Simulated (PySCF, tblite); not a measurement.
# C₆H₆O₃: geometry, infrared bands and NMR shifts

What infrared bands and NMR shifts should C₆H₆O₃ (`CC(=O)C1=COC(=O)C1`) show?

The runs use tblite 0.8.0 and PySCF 2.14.0, with density-fitted response routines of our own; the level of theory stands in each step. All values are computed, except where a source is named. Atoms are numbered from 0 throughout.

## Step 1: Starting geometry

15 atoms, charge 0, multiplicity 1; geometry from: force field or distance geometry start.

Bonds of the start (Å): C0–C1 1.49, C1–O2 1.24, C1–C3 1.47, C3–C4 1.31, C4–O5 1.39, O5–C6 1.38, C6–O7 1.26, C6–C8 1.49, C8–C3 1.50, C0–H9 1.12, C0–H10 1.12, C0–H11 1.10, C4–H12 1.10, C8–H13 1.11, C8–H14 1.12.

## Step 2: Optimising the geometry with GFN2-xTB

What the job is given:

```
{"job": {"kind": "relax", "xc": "GFN2-xTB", "basis": "xTB"}, "charge": 0, "multiplicity": 1}
C     -2.136500    -0.570800     0.367800
C     -1.302700     0.372300    -0.421000
O     -1.888300     1.172300    -1.167300
C      0.161900     0.367800    -0.318800
C      0.920900     1.188700    -0.994200
O      2.259100     0.962900    -0.715400
C      2.352200    -0.063700     0.208000
O      3.449100    -0.491300     0.669100
C      0.984100    -0.539400     0.543100
H     -3.064400    -0.056000     0.728100
H     -2.447000    -1.406200    -0.316100
H     -1.546200    -0.925200     1.228800
H      0.604000     1.965800    -1.702100
H      0.856000    -1.593500     0.235500
H      0.793200    -0.375800     1.632700
```

Run with:

```console
$ OMP_NUM_THREADS=1 python probes_run.py task.json out
```

The driver reads the jobs from task.json and runs them one after another.

**Question.** This job is followed by: GFN2-xTB harmonic vibrations, gas phase; GIAO PBE0/pcSseg-1 NMR shielding, non-relativistic, gas phase. Predict these results of the whole session: strongest single infrared mode (GFN2-xTB); zero-point energy (GFN2-xTB); 13C shifts against TMS (PBE0/pcSseg-1); 1H shifts against TMS (PBE0/pcSseg-1, means over atoms taken as alike); 17O shifts against H2O (PBE0/pcSseg-1).

**Answer**, as computed:

| quantity | value |
| --- | --- |
| strongest single infrared mode (GFN2-xTB) | 1833 cm⁻¹, 587 km/mol |
| zero-point energy (GFN2-xTB) | 67.9 kcal/mol |
| 13C shifts against TMS (PBE0/pcSseg-1) | 193.8, 178.6, 160.0, 125.4, 36.2, 31.8 ppm |
| 1H shifts against TMS (PBE0/pcSseg-1, means over atoms taken as alike) | 7.82, 3.26, 2.19 ppm |
| 17O shifts against H2O (PBE0/pcSseg-1) | 629.9, 460.1, 289.7 ppm |

**Reading.** Relaxing lowered the energy by 0.526 eV in 99 steps; the close pair that moved most is C6–O7, from 1.264 to 1.191 Å. All 39 modes are real, so the xTB geometry is a minimum. The strongest single mode, at 1833 cm⁻¹, moves mainly C6 and O7. GFN2-xTB is a fitted tight-binding method: band positions and strengths are rough. Its intensities can rank the bands wrongly. C1 (ketone carbonyl carbon) lies farthest downfield among carbon, at 193.8 ppm; low-lying n→π* states of the double bond to the heteroatom give a large paramagnetic term (-250 ppm). The most deshielded hydrogen is H12 (hydrogen on an alkene carbon bearing oxygen), at 7.82 ppm: attached to an sp2 carbon and in the plane of the double bond. At PBE0/pcSseg-1: Shielding is most anisotropic at O2 (span 1207 ppm, paramagnetic term -693 ppm).
